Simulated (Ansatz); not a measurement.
# K2Br: the cost of one run

Method: DFT PBE, scalar-relativistic, plane waves, PAW, in Ansatz 0.2.0.

1 further run of the same task is left out (it didn't finish).

## 1. The system as given

The structure is tetragonal, space group P4_2/mnm (No. 136). The conventional cell has a = 6.978 Å, b = 6.978 Å, c = 4.495 Å, α = 90.00°, β = 90.00°, γ = 90.00°. K (site symmetry m2m) is surrounded by 3 Br at 2.95 to 3.02 Å. Around Br (site symmetry mmm) lie 6 K at 2.95 to 3.02 Å.

Coordinates:

```cif
data_structure
_symmetry_space_group_name_H-M 'P 1'
_symmetry_Int_Tables_number 1
_cell_length_a 6.9781
_cell_length_b 6.9781
_cell_length_c 4.4946
_cell_angle_alpha 90.000
_cell_angle_beta 90.000
_cell_angle_gamma 90.000
_cell_volume 218.86
loop_
_atom_site_label
_atom_site_type_symbol
_atom_site_fract_x
_atom_site_fract_y
_atom_site_fract_z
_atom_site_occupancy
K1 K 0.30600 0.30600 0.00000 1
K2 K 0.19400 0.80600 0.50000 1
K3 K 0.69400 0.69400 0.00000 1
K4 K 0.80600 0.19400 0.50000 1
Br1 Br 0.00000 0.00000 0.00000 1
Br2 Br 0.50000 0.50000 0.50000 1
```

This is candidate A: anti-rutile type (P4_2/mnm, No. 136).

(A quick probe on a coarse mesh, which set the mesh and smearing, is not shown.)

## 3. Rough relaxation on the coarse mesh (candidate A)

Input file input.yaml:

```yaml
crystal:
  lattice:
    - [6.9780616998, 0.0, 0.0]
    - [0.0, 6.9780616998, 0.0]
    - [0.0, 0.0, 4.494576528]
  atoms:
    - { symbol: K, position: [0.306, 0.306, 0.0] }
    - { symbol: K, position: [0.194, 0.806, 0.5] }
    - { symbol: K, position: [0.694, 0.694, 0.0] }
    - { symbol: K, position: [0.806, 0.194, 0.5] }
    - { symbol: Br, position: [0.0, 0.0, 0.0] }
    - { symbol: Br, position: [0.5, 0.5, 0.5] }
basis:
  ecutwfc: 420
kpoints:
  mp_grid: { grid: [4, 4, 4] }
hamiltonian:
  xc: pbe
scf:
  occupations: { method: gaussian, width: 0.1 }
  lower_state_search: "off"
output:
  forces: true
  stress: true
  eigenvalues: true
relax:
  adjacent_minimum: "off"
  f_tol: 0.04
  max_steps: 70
  cell: { stress_tol: 0.4 }
```

Launch:

```bash
> ansatz run input.yaml --threads 1 --pin off --max-ram 2560MiB --backend cpu --events-out ev --progress --plain --runs-dir out
```

**Question.** How long does this run take on 1 thread of Intel Xeon 6975P-C (Granite Rapids), shared host, and how much memory does it need?

About 33 s, with a peak of 0.58 GiB.
